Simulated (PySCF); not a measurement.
# Pb⁺: excitation energy in def2-TZVPPD with ECP60

Aim: the excitation energy of lead from differences of total energies, at each level of theory, and how far each lands from the tabulated value where there is one.

Program: PySCF 2.14.0. Level of theory: unrestricted determinants in a Gaussian basis, no spin-orbit coupling in the energies. These are calculated values, not measurements, unless marked.

### Step 1. What is computed

```
Element                                   : lead (Z = 82)
Basis                                     : def2-TZVPPD with the def2 core potential (60 electrons) (7s5p4d2f, 56 functions)
Hamiltonian                               : a scalar-relativistic core potential
State 1                                   : Pb⁺: [Xe] 4f14 5d10 6s2 6d1, 2D determinant (an excited configuration)
Needed too, but not shown                 : Pb⁺ [Xe] 4f14 5d10 6s2 6p1 (2P)
Methods                                   : CCSD(T)
Core shells frozen in the correlated runs : valence and next inner shell: nothing (for Pb⁺)
```

The outer shells:

Pb+ [Xe] 4f14 5d10 6s2 6d1
```
[Xe] core
4f [↑↓][↑↓][↑↓][↑↓][↑↓][↑↓][↑↓]
5d [↑↓][↑↓][↑↓][↑↓][↑↓]
6s [↑↓]
6d [↑ ][  ][  ][  ][  ]
```

The runs were made by one driver on top of PySCF. The scripts below sum up each run's settings (the driver also hands on starting orbitals that pick excited configurations, and frozen orbitals as a list rather than a count), and the logs come from the driver's own runs. The driver starts from symmetry-adapted Hartree-Fock orbitals, holds the occupation by maximum overlap and uses a logarithmic radial grid for functionals, so a plain start would take other cycles.

The integrals over 56 functions and the set-up took 0.2 s of CPU time.

### Step 2. Pb⁺ [Xe] 4f14 5d10 6s2 6d1: CCSD(T) (valence and next inner shell)

CCSD(T) (valence and next inner shell):

File input.py:

```python
from pyscf import gto, scf, dft, mp, cc
import basis_set_exchange as bse
txt = bse.get_basis("def2-TZVPPD", elements=["Pb"], fmt="nwchem", header=False)
cut = txt.index("\nECP")
mol = gto.M(atom="Pb 0 0 0", charge=1, spin=1, symmetry="D2h",
            basis=gto.basis.parse(txt[:cut]),
            ecp={"Pb": gto.basis.parse_ecp(txt[cut:])})
mf = scf.UHF(mol)
mf.irrep_nelec = {'Ag': (4, 4), 'B1g': (2, 1), 'B2g': (1, 1), 'B3g': (1, 1), 'B1u': (1, 1), 'B2u': (1, 1), 'B3u': (1, 1)}
mf.kernel()
mycc = cc.CCSD(mf, frozen=0).run()
mycc.ccsd_t()
```

What does the calculation give?

The runs gave:

| quantity | value |
| --- | --- |
| excitation energy, Pb⁺ → [Xe] 4f14 5d10 6s2 6d1 | UHF 7.451, CCSD(T) (valence and next inner shell) 7.395 eV; reference 7.425 |

Accuracy by level (over 1 difference):

```
                                method  mean absolute miss against the measured value (with the measured fine structure taken into account where it is known) (eV)
                                   UHF                                                                                                                       0.025
    MP2 (valence and next inner shell)                                                                                                                       0.063
SCS-MP2 (valence and next inner shell)                                                                                                                       0.013
   CCSD (valence and next inner shell)                                                                                                                       0.017
CCSD(T) (valence and next inner shell)                                                                                                                       0.030
```

**Reading.** SCS-MP2 (valence and next inner shell) lands nearest to the measured value (off by 0.01 eV), level with CCSD (valence and next inner shell); MP2 (valence and next inner shell) misses by most (0.06 eV). All values hold for this basis alone; no basis-set limit was taken.
